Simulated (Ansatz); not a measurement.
**CH3AlBF: from a rough start to a minimum**

What shape does CH3AlBF take? The plan is to relax it, then compute its harmonic vibrations to see whether it is a minimum and to get the zero-point energy and entropy, and look at its orbitals and charge.

Computed with Ansatz 0.2.0, Gaussian basis. Level: RKS PBE0-D4/def2-TZVP.

The runs, in order: relaxation at PBE-D4/def2-SVP; relaxation at PBE0-D4/def2-TZVP; harmonic vibrations at the same level; a single point in def2-TZVPP for the fields.

## (1) Starting geometry

SMILES `[F][Al]1[BH][CH2]1`, 7 atoms, charge 0, spin multiplicity 1.

Atoms are counted from 1 here; the program's logs count them from 0.

Bond lengths: F1–Al2 1.831 Å, Al2–B3 2.151 Å, Al2–C4 1.905 Å, B3–C4 1.633 Å, B3–H5 1.187 Å, C4–H6 1.168 Å, C4–H7 1.066 Å. Angles: F1–Al2–B3 156.9°, F1–Al2–C4 155.8°, B3–Al2–C4 47.0°, Al2–B3–C4 58.5°, Al2–B3–H5 151.6°, C4–B3–H5 149.3°, Al2–C4–B3 74.5°, Al2–C4–H6 112.0°, Al2–C4–H7 118.1°, B3–C4–H6 108.6°, B3–C4–H7 117.6°, H6–C4–H7 118.2°.

The start is a force-field geometry with small random shifts, so a cheaper pass at PBE-D4/def2-SVP comes first.

## (2) Geometry optimisation, PBE-D4/def2-SVP (cheap first pass)

Contents of in.yaml:

```yaml
crystal:
  periodic: [false, false, false]
  atoms:
    - {symbol: F, position_ang: [-0.670700, -2.590900, 1.517500]}
    - {symbol: Al, position_ang: [-0.305700, -1.074400, 0.558800]}
    - {symbol: B, position_ang: [0.059100, 0.120000, -1.192900]}
    - {symbol: C, position_ang: [0.227500, 0.737000, 0.309900]}
    - {symbol: H, position_ang: [0.193800, 0.238600, -2.366600]}
    - {symbol: H, position_ang: [-0.649700, 1.482100, 0.507500]}
    - {symbol: H, position_ang: [1.207000, 1.019700, 0.620100]}
basis:
  gaussian: {orbitals: def2-SVP}
hamiltonian: {xc: pbe, dispersion: d4}
relax: {f_tol: 0.03, max_steps: 200}
```

On the command line:

```console
ansatz run in.yaml --threads 2 --pin off --events-out ev --progress --plain --max-ram 4352MiB
```

The program printed (excerpt; [...] marks lines left out):

```text
Functional definition: PBE
  name "PBE"
  cite "Perdew, Burke & Ernzerhof, Phys. Rev. Lett. 77, 3865 (1996) doi:10.1103/PhysRevLett.77.3865"
  parent pbe
[...]
827 factors; their error is unknown
[...]
mean field -11059.77509639 eV, -406.4392382075 hartree, gradient 6.0e-5 eV, S^2 0.000000; 1 other end points of the search recorded, 0 dependent functions left out
[...]
reference -11059.77513331 eV, -406.4392395642 hartree; 18, 18 occupied and 57, 57 virtual orbitals, 827 factors
relax step   1: F+E_penalty+E_count = -11059.88004201 eV  Δ(F+E_penalty+E_count) = +0.000e0 eV  max|allowed force component| = 2.858e0 eV/Å  Δτ_max = 0.0000 Å  (47 SCF iters, accepted)
[...]
relax step   5: F+E_penalty+E_count = -11061.21595149 eV  Δ(F+E_penalty+E_count) = -2.382e-1 eV  max|allowed force component| = 1.296e0 eV/Å  Δτ_max = 0.1959 Å  (35 SCF iters, accepted)
[...]
relax step   9: F+E_penalty+E_count = -11061.67777232 eV  Δ(F+E_penalty+E_count) = -5.675e-2 eV  max|allowed force component| = 4.224e-1 eV/Å  Δτ_max = 0.1638 Å  (33 SCF iters, accepted)
[...]
relax step  13: F+E_penalty+E_count = -11061.72980630 eV  Δ(F+E_penalty+E_count) = +3.441e-4 eV  max|allowed force component| = 1.801e-1 eV/Å  Δτ_max = 0.0203 Å  (29 SCF iters, rejected (line search))
[...]
relax step  15: F+E_penalty+E_count = -11061.73233055 eV  Δ(F+E_penalty+E_count) = -7.121e-4 eV  max|allowed force component| = 4.229e-2 eV/Å  Δτ_max = 0.0167 Å  (29 SCF iters, accepted)
[...]
relax step  16: F+E_penalty+E_count = -11061.73250914 eV  Δ(F+E_penalty+E_count) = -1.786e-4 eV  max|allowed force component| = 2.946e-2 eV/Å  Δτ_max = 0.0072 Å  (29 SCF iters, accepted)
827 factors; their error is unknown
mean field -11061.62336931 eV, -406.5071609846 hartree, gradient 2.2e-5 eV, S^2 0.000000; 1 other end points of the search recorded, 0 dependent functions left out
[...]
reference -11061.62340529 eV, -406.5071623068 hartree; 18, 18 occupied and 57, 57 virtual orbitals, 827 factors
Total energy: -11061.73254511 eV, -406.5111731213 hartree
Atom 0 at    -1.013928    -1.946504     1.631182 Å, force    -0.004265    -0.008686     0.010012 eV/Å
Atom 1 at    -0.556027    -1.338241     0.135924 Å, force     0.010152     0.024061    -0.011252 eV/Å
Atom 2 at     0.176398     0.026721    -1.111676 Å, force    -0.010555    -0.029462    -0.000525 eV/Å
Atom 3 at     0.295965     0.747076     0.163346 Å, force     0.007789     0.013626    -0.007339 eV/Å
Atom 4 at     0.421265     0.230720    -2.273075 Å, force     0.001730     0.005760    -0.000711 eV/Å
Atom 5 at     0.025425     0.436947     1.200936 Å, force    -0.002941    -0.004457     0.001401 eV/Å
Atom 6 at     0.712202     1.775380     0.207662 Å, force    -0.001910    -0.000843     0.008414 eV/Å
Dipole moment:    -0.043672    -0.084086     0.070784 e Å
```

It took 22 s on 2 threads of Arm Neoverse V1, shared host.

The steps of the relaxation:

| step | energy from step 1 (eV) | largest force component (eV/Å) |
| --- | --- | --- |
| 1 | 0.0000 | 2.8584 |
| 2 | -0.6687 | 1.6455 |
| 3 | -0.9038 | 1.4063 |
| 4 | -1.0977 | 1.1690 |
| 5 | -1.3359 | 1.2958 |
| 6 | -1.5098 | 1.1786 |
| 7 | -1.6474 | 0.7669 |
| 8 | -1.7410 | 0.7157 |
| 9 | -1.7977 | 0.4224 |
| 10 | -1.8345 | 0.3495 |
| 11 | -1.8363 | 0.7262 |
| 12 | -1.8501 | 0.2358 |
| 13 | -1.8498 | 0.1801 |
| 14 | -1.8516 | 0.0858 |
| 15 | -1.8523 | 0.0423 |
| 16 | -1.8525 | 0.0295 |

Distances of close pairs at the start and the end, largest changes first:

| bond | before (Å) | after (Å) | change (Å) |
| --- | --- | --- | --- |
| Al2–C4 | 1.905 | 2.253 | +0.348 |
| B3–C4 | 1.633 | 1.469 | -0.164 |
| Al2–B3 | 2.151 | 1.989 | -0.162 |
| F1–Al2 | 1.831 | 1.678 | -0.153 |
| C4–H6 | 1.168 | 1.116 | -0.052 |
| C4–H7 | 1.066 | 1.110 | +0.045 |
| B3–H5 | 1.187 | 1.204 | +0.017 |

## (3) Geometry optimisation, PBE0-D4/def2-TZVP

Contents of in.yaml:

```yaml
crystal:
  periodic: [false, false, false]
  atoms:
    - {symbol: F, position_ang: [-1.013928, -1.946504, 1.631182]}
    - {symbol: Al, position_ang: [-0.556027, -1.338241, 0.135924]}
    - {symbol: B, position_ang: [0.176398, 0.026721, -1.111676]}
    - {symbol: C, position_ang: [0.295965, 0.747076, 0.163346]}
    - {symbol: H, position_ang: [0.421265, 0.230720, -2.273075]}
    - {symbol: H, position_ang: [0.025425, 0.436947, 1.200936]}
    - {symbol: H, position_ang: [0.712202, 1.775380, 0.207662]}
basis:
  gaussian: {orbitals: def2-TZVP}
hamiltonian: {xc: pbe0, dispersion: d4}
relax: {f_tol: 0.005, max_steps: 150}
```

Same command.

The program printed (excerpt; [...] marks lines left out):

```text
Functional definition: PBE0
  name "PBE0"
  cite "Adamo & Barone, J. Chem. Phys. 110, 6158 (1999) doi:10.1063/1.478522"
  cite "Perdew, Burke & Ernzerhof, Phys. Rev. Lett. 77, 3865 (1996) doi:10.1103/PhysRevLett.77.3865"
  parent pbe
[...]
916 factors; their error is unknown
[...]
mean field -11070.12475791 eV, -406.8195812532 hartree, gradient 4.5e-5 eV, S^2 0.000000; 0 other end points of the search recorded, 0 dependent functions left out
[...]
reference -11070.12478889 eV, -406.8195823917 hartree; 18, 18 occupied and 130, 130 virtual orbitals, 916 factors
relax step   1: F+E_penalty+E_count = -11070.21620959 eV  Δ(F+E_penalty+E_count) = +0.000e0 eV  max|allowed force component| = 7.497e-1 eV/Å  Δτ_max = 0.0000 Å  (29 SCF iters, accepted)
[...]
reference -11070.16608232 eV, -406.8210998971 hartree; 18, 18 occupied and 130, 130 virtual orbitals, 916 factors
Total energy: -11070.25676632 eV, -406.8244324728 hartree
Atom 0 at    -1.001844    -1.924923     1.616970 Å, force    -0.000733     0.000790    -0.000449 eV/Å
Atom 1 at    -0.541145    -1.286601     0.171006 Å, force     0.001353    -0.001203     0.000649 eV/Å
Atom 2 at     0.171296     0.011558    -1.118591 Å, force    -0.000464    -0.001375    -0.001228 eV/Å
Atom 3 at     0.290761     0.728350     0.145816 Å, force     0.000532     0.004446     0.003456 eV/Å
Atom 4 at     0.426506     0.250886    -2.248556 Å, force    -0.000428     0.000390    -0.000028 eV/Å
Atom 5 at     0.019231     0.413064     1.169806 Å, force    -0.000131    -0.001036    -0.001793 eV/Å
Atom 6 at     0.696495     1.739765     0.217848 Å, force    -0.000131    -0.002011    -0.000607 eV/Å
Dipole moment:    -0.042233    -0.081905     0.056333 e Å
```

It took 28 s on 2 threads of Arm Neoverse V1, shared host.

The steps of the relaxation:

| step | energy from step 1 (eV) | largest force component (eV/Å) |
| --- | --- | --- |
| 1 | 0.0000 | 0.7497 |
| 2 | -0.0291 | 0.4692 |
| 3 | -0.0374 | 0.0998 |
| 4 | -0.0378 | 0.0938 |
| 5 | -0.0393 | 0.0537 |
| 6 | -0.0398 | 0.0891 |
| 7 | -0.0405 | 0.0150 |
| 8 | -0.0405 | 0.0051 |
| 9 | -0.0405 | 0.0044 |

Close pairs (by a distance rule), those that changed most:

| bond | before (Å) | after (Å) | change (Å) |
| --- | --- | --- | --- |
| Al2–C4 | 2.253 | 2.180 | -0.073 |
| F1–Al2 | 1.678 | 1.646 | -0.032 |
| Al2–B3 | 1.989 | 1.964 | -0.025 |
| B3–H5 | 1.204 | 1.183 | -0.021 |
| C4–H7 | 1.110 | 1.092 | -0.018 |
| B3–C4 | 1.469 | 1.458 | -0.011 |
| C4–H6 | 1.116 | 1.105 | -0.011 |

Mulliken charges of the relaxed molecule (report file):

| atom | value (e) |
| --- | --- |
| F1 | -0.31 |
| Al2 | 0.48 |
| B3 | -0.18 |
| C4 | -0.35 |
| H5 | 0.05 |
| H6 | 0.17 |
| H7 | 0.15 |

## (4) Force constants and modes

Contents of in.yaml:

```yaml
crystal:
  periodic: [false, false, false]
  atoms:
    - {symbol: F, position_ang: [-1.001844, -1.924923, 1.616970]}
    - {symbol: Al, position_ang: [-0.541145, -1.286601, 0.171006]}
    - {symbol: B, position_ang: [0.171296, 0.011558, -1.118591]}
    - {symbol: C, position_ang: [0.290761, 0.728350, 0.145816]}
    - {symbol: H, position_ang: [0.426506, 0.250886, -2.248556]}
    - {symbol: H, position_ang: [0.019231, 0.413064, 1.169806]}
    - {symbol: H, position_ang: [0.696495, 1.739765, 0.217848]}
basis:
  gaussian: {orbitals: def2-TZVP}
hamiltonian: {xc: pbe0, dispersion: d4}
phonons: {temperatures: {t_min: 298.15, t_max: 900, t_step: 200}}
```

Launched as before.

The program printed (excerpt; [...] marks lines left out):

```text
Functional definition: PBE0
  name "PBE0"
  cite "Adamo & Barone, J. Chem. Phys. 110, 6158 (1999) doi:10.1063/1.478522"
  cite "Perdew, Burke & Ernzerhof, Phys. Rev. Lett. 77, 3865 (1996) doi:10.1103/PhysRevLett.77.3865"
  parent pbe
[...]
916 factors; their error is unknown
[...]
mean field -11070.16605356 eV, -406.8210988402 hartree, gradient 4.5e-5 eV, S^2 0.000000; 0 other end points of the search recorded, 0 dependent functions left out
[...]
reference -11070.16608456 eV, -406.8210999795 hartree; 18, 18 occupied and 130, 130 virtual orbitals, 916 factors
[...]
916 factors; their error is unknown
mean field -11070.16603539 eV, -406.8210981726 hartree, gradient 1.6e-6 eV, S^2 0.000000; 0 other end points of the search recorded, 0 dependent functions left out
[...]
reference -11070.16606639 eV, -406.8210993119 hartree; 18, 18 occupied and 130, 130 virtual orbitals, 916 factors
[...]
Total energy: -11070.25676856 eV, -406.8244325550 hartree
Atom 0 at    -1.001844    -1.924923     1.616970 Å, force    -0.000719     0.000812    -0.000482 eV/Å
Atom 1 at    -0.541145    -1.286601     0.171006 Å, force     0.001344    -0.001221     0.000662 eV/Å
Atom 2 at     0.171296     0.011558    -1.118591 Å, force    -0.000472    -0.001392    -0.001226 eV/Å
Atom 3 at     0.290761     0.728350     0.145816 Å, force     0.000541     0.004465     0.003453 eV/Å
Atom 4 at     0.426506     0.250886    -2.248556 Å, force    -0.000428     0.000391    -0.000023 eV/Å
Atom 5 at     0.019231     0.413064     1.169806 Å, force    -0.000133    -0.001037    -0.001779 eV/Å
Atom 6 at     0.696495     1.739765     0.217848 Å, force    -0.000134    -0.002017    -0.000606 eV/Å
Dipole moment:    -0.042234    -0.081905     0.056333 e Å
Vibrations: 167.60 175.34 239.23 258.37 581.76 738.84 805.08 844.08 888.51 976.30 1256.27 1542.52 2737.56 2983.43 3108.80 cm⁻¹, zero-point energy 1.072692 eV
```

Wall time 70 s (2 threads of Arm Neoverse V1, shared host).

Motions are named by where the mode's potential energy lies. The modes, unscaled (a negative number is an imaginary wavenumber):

| mode | cm⁻¹ | motion |
| --- | --- | --- |
| 1 | 168 | bend |
| 2 | 175 | out-of-plane bend |
| 3 | 239 | Al–C stretch with bend |
| 4 | 258 | bend |
| 5 | 582 | bend |
| 6 | 739 | bend |
| 7 | 805 | bend |
| 8 | 844 | out-of-plane bend |
| 9 | 889 | Al–F stretch |
| 10 | 976 | bend |
| 11 | 1256 | B–C stretch with bend |
| 12 | 1543 | bend |
| 13 | 2738 | B–H stretch |
| 14 | 2983 | C–H stretch |
| 15 | 3109 | C–H stretch |

From these modes and the moments of inertia (298.15 K, 1 bar, symmetry number 1):

| term | value |
| --- | --- |
| zero-point energy | 103.5 kJ/mol |
| H(298) − E | 120.5 kJ/mol |
| entropy, translation | 162.2 J/(mol K) |
| entropy, rotation | 103.2 J/(mol K) |
| entropy, vibration | 40.7 J/(mol K) |
| entropy, total | 306.1 J/(mol K) |

## (5) Orbitals, density and potential

in.yaml, as its differences from that of step 4:

```diff
@@ -11,4 +11,4 @@
 basis:
-  gaussian: {orbitals: def2-TZVP}
+  gaussian: {orbitals: def2-TZVPP}
 hamiltonian: {xc: pbe0, dispersion: d4}
-phonons: {temperatures: {t_min: 298.15, t_max: 900, t_step: 200}}
+output: {orbitals: {seedname: orbitals}}
```

Same command.

The program printed:

```text
Functional definition: PBE0
  name "PBE0"
  cite "Adamo & Barone, J. Chem. Phys. 110, 6158 (1999) doi:10.1063/1.478522"
  cite "Perdew, Burke & Ernzerhof, Phys. Rev. Lett. 77, 3865 (1996) doi:10.1103/PhysRevLett.77.3865"
  parent pbe
  parameter a = 0.25
  parameter kappa = 0.804
  parameter beta = 0.06672455060314922
  exchange = (1 - a)*pbe_x(kappa = kappa, mu = beta*pi^2/3) + a*exact_x
  correlation = pbe_c(beta = beta)
982 factors; their error is unknown
mean field evaluation 1: about -11059.6023 eV, gradient 6.7e1 eV
mean field evaluation 2: about -11032.0816 eV, gradient 1.1e2 eV
mean field evaluation 4: about -11069.8590 eV, gradient 1.3e1 eV
mean field evaluation 8: about -11070.1778 eV, gradient 2.0e-1 eV
mean field evaluation 16: about -11070.1974 eV, gradient 1.1e-4 eV
mean field -11070.19737436 eV, -406.8222498585 hartree, gradient 2.2e-5 eV, S^2 0.000000; 0 other end points of the search recorded, 0 dependent functions left out
reference -11070.19740560 eV, -406.8222510064 hartree; 18, 18 occupied and 159, 159 virtual orbitals, 982 factors
Total energy: -11070.28808960 eV, -406.8255835819 hartree
```

Run time: 2.4 s. Hardware: 2 threads of Arm Neoverse V1, shared host.

The fields below are evaluated on a grid from the run's orbitals.

Frontier orbitals at PBE0-D4/def2-TZVPP, with the share of their density that lies nearest to each atom:

| orbital | energy (eV) | lies on |
| --- | --- | --- |
| HOMO | -7.37 | Al2 42 %; B3 29 %; H7 9 % |
| LUMO | -1.72 | Al2 47 %; B3 23 %; F1 18 % |

ELF in a plane through or near 7 of the atoms.

Ten even steps from ' ' (0.00) to '@' (1.00):
```
                                                        
                                                        
                                                        
                ..--++--..                              
              ..**%%@@%%++....----..                    
              ::%%@@@@@@##::==##%%==                    
              --@@@@@@@@%%**%%@@@@++                    
              ..**%%@@@@****@@@@@@--    ::::..          
                ..--**==--::%%@@##....--****==::        
                  ..++##**++++==..  ++##%%%%##==        
            ..::----==++####==....::==%%--**%%++..      
          --##@@@@@@==**======--%%##::####%%%%++..      
          **@@@@@@@@%%==..##**::****..--****++--        
          ##@@@@@@@@@@##**%%@@==........::::::..        
          ==%%@@@@@@@@**==##@@@@@@##--..                
          ..**@@@@@@##----**@@@@@@@@++::                
            ..==**++::  ..--%%@@@@@@**::                
                          ..--++**==..                  
                                                        
                                                        
```
The map spans 10.6 Å across and 8.1 Å up, centred on the molecule. Atoms in the plane (x, y in Å): F1 (2.7, -0.3), Al2 (1.1, -0.8), B3 (-0.8, -0.8), C4 (-0.5, 0.7), H5 (-1.8, -1.4), H6 (0.5, 1.1), H7 (-1.2, 1.4).

log10 of the density (e/Å³) in the same plane.

Values, 10 rows by 14 columns:
```
-4.0 -4.0 -4.0 -4.0 -4.0 -4.0 -4.0 -4.0 -4.0 -4.0 -4.0 -4.0 -4.0 -4.0
-4.0 -4.0 -4.0 -4.0 -3.2 -2.8 -2.8 -3.2 -3.5 -4.0 -4.0 -4.0 -4.0 -4.0
-4.0 -4.0 -4.0 -3.2 -1.9 -1.2 -1.3 -1.6 -1.9 -2.9 -3.6 -4.0 -4.0 -4.0
-4.0 -4.0 -4.0 -2.9 -1.3  0.0 -0.1 -0.3 -0.7 -2.0 -2.3 -2.6 -3.7 -4.0
-4.0 -4.0 -3.9 -2.9 -1.4 -0.3  1.3  0.1 -0.5 -1.1 -0.5 -0.9 -2.3 -3.8
-4.0 -4.0 -3.3 -2.2 -1.1 -0.4  0.1 -0.3 -0.1 -0.1  1.1  0.4 -1.7 -3.3
-4.0 -4.0 -2.9 -1.6 -0.2  0.1  0.2 -0.3  1.1 -0.3 -0.2 -0.6 -2.1 -3.5
-4.0 -4.0 -3.1 -1.9 -0.8 -0.7 -0.9 -0.8 -0.9 -1.3 -1.7 -2.2 -3.2 -4.0
-4.0 -4.0 -3.6 -2.8 -2.0 -1.9 -1.9 -1.7 -1.6 -2.0 -2.6 -3.2 -4.0 -4.0
-4.0 -4.0 -4.0 -4.0 -3.5 -3.3 -3.1 -2.8 -2.8 -3.0 -3.5 -4.0 -4.0 -4.0
```
The map spans 10.6 Å across and 8.1 Å up, centred on the molecule. Atoms in the plane (x, y in Å): F1 (2.7, -0.3), Al2 (1.1, -0.8), B3 (-0.8, -0.8), C4 (-0.5, 0.7), H5 (-1.8, -1.4), H6 (0.5, 1.1), H7 (-1.2, 1.4).

On the surface of density 0.002 e/bohr³ the electrostatic potential runs, from the 1st to the 99th percentile, from -0.86 V near F1 to 2.46 V near Al2.

## (6) Outcome

```
                  quantity            value
               point group               Cs
                     steps           16 + 9
shift from the start (rms)          0.744 Å
              total energy   -11070.2568 eV
           dispersion term          -91 meV
             dipole moment           0.52 D
lowest, highest wavenumber   168, 3109 cm⁻¹
         zero-point energy     103.5 kJ/mol
       entropy at 298.15 K  306.1 J/(mol K)
                HOMO, LUMO  -7.37, -1.72 eV
```

What this shows: The atoms moved 0.74 Å (rms) from the start; the bond that changed most is Al2–C4, from 1.905 to 2.180 Å. No mode is imaginary: a true minimum at this level. The stiffest mode, 3109 cm⁻¹, is a C–H stretch, and 2 modes under 200 cm⁻¹ make the vibrational entropy uncertain. Harmonic hybrid wavenumbers usually lie a few per cent above measured fundamentals. The largest Mulliken charge, +0.48 e, sits on Al2. The HOMO lies mostly on Al2 42 %; B3 29 % and the LUMO on Al2 47 %; B3 23 %.
